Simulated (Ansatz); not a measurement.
Task: cell relaxations under several functionals of Sc₃InC, space group Pm-3m, with the Ansatz DFT code, driven from Python. Give the script and its output. Level of theory (first run): LDA, PAW, cutoff 531 eV, 6×6×6 k-points, Methfessel-Paxton smearing of 0.1 eV.

```cif
data_structure
_symmetry_space_group_name_H-M 'P 1'
_symmetry_Int_Tables_number 1
_cell_length_a 4.5506
_cell_length_b 4.5506
_cell_length_c 4.5506
_cell_angle_alpha 90.000
_cell_angle_beta 90.000
_cell_angle_gamma 90.000
_cell_volume 94.23
loop_
_atom_site_label
_atom_site_type_symbol
_atom_site_fract_x
_atom_site_fract_y
_atom_site_fract_z
_atom_site_occupancy
Sc1 Sc 0.50000 0.00000 0.50000 1
Sc2 Sc 0.00000 0.50000 0.50000 1
Sc3 Sc 0.50000 0.50000 0.00000 1
In1 In 0.00000 0.00000 0.00000 1
C1 C 0.50000 0.50000 0.50000 1
```

`sc3inc.py`:
```python
'''How the lattice of Sc3InC depends on the functional.'''

import warnings

import ansatz as az
import numpy as np

def edges_and_angles(cell):
    cell = np.asarray(cell)
    a, b, c = np.linalg.norm(cell, axis=1)
    cosines = cell[1] @ cell[2] / (b * c), cell[0] @ cell[2] / (a * c), cell[0] @ cell[1] / (a * b)
    return (a, b, c, *np.degrees(np.arccos(cosines)))


def main() -> None:
    warnings.simplefilter('ignore', az.DeckWarning)

    structure = (
        az.Lattice.cubic(4.55062)
        .space_group(221)
        .atom('Sc', (0.5, 0.0, 0.5))
        .atom('In', (0.0, 0.0, 0.0))
        .atom('C', (0.5, 0.5, 0.5))
    )

    calc = (
        structure.calculation()
        .basis(39 * az.Ry, density_ratio=8)
        .accuracy('low')
        .kpoints(6, center='gamma')
        .occupations('methfessel_paxton')
        .eigensolver('davidson', full_accuracy=True)
        .relax(cell=True, force_tolerance=0.05)
    )

    levels = [('lda', 'none'), ('pbesol', 'none'), ('pbesol', 'd3bj')]
    print('level            a       b       c    alpha   beta  gamma  V/atom  steps')
    for name, dispersion in levels:
        seen = []
        run = calc.functional(name, dispersion=dispersion).session().plan()
        result = run.execute(on_event=lambda e: seen.append(e) if e['event'] == 'relax_step' else None)
        cell = result.lattice.cell_ang
        label = name if dispersion == 'none' else f'{name}+{dispersion}'
        print('{:13s} {:7.4f} {:7.4f} {:7.4f} {:6.2f} {:6.2f} {:6.2f}'.format(label, *edges_and_angles(cell)), f'{abs(np.linalg.det(cell)) / len(result.lattice.sites):7.3f} {len(seen):5d}')


if __name__ == '__main__':
    main()
```

Running `python sc3inc.py` prints:
```text
level            a       b       c    alpha   beta  gamma  V/atom  steps
lda            4.4556  4.4556  4.4556  90.00  90.00  90.00  17.691     5
pbesol         4.5025  4.5025  4.5025  90.00  90.00  90.00  18.255     5
pbesol+d3bj    4.4530  4.4530  4.4530  90.00  90.00  90.00  17.660     5
```

From smallest to largest: PBEsol+D3BJ (17.66 Å³ an atom, -6.3 % against the start), LDA (17.69 Å³ an atom, -6.1 % against the start) and PBEsol (18.25 Å³ an atom, -3.1 % against the start). The spread is 3.4 % in volume.

Reading the output:
- These settings explore the input space; cutoff and mesh may be short of convergence.
- The run is spin-unpolarised.
- Forces vanish by symmetry, so the ions can't move, and the end may be a saddle.
- Dispersion corrections can be off by several per cent in the lattices of metals, and by several GPa in the pressure at a fixed cell.
- The mesh is modest for a metal, so energies can be off by several to tens of meV an atom and pressures by half a GPa or more; differences at equal mesh fare better.
- The structure comes from a database of computed cells and needn't be a stable or known phase.
- Wall time of the script: 2.8 min on 1 thread of Arm Neoverse V1, on a shared host, peak memory 0.61 GiB.
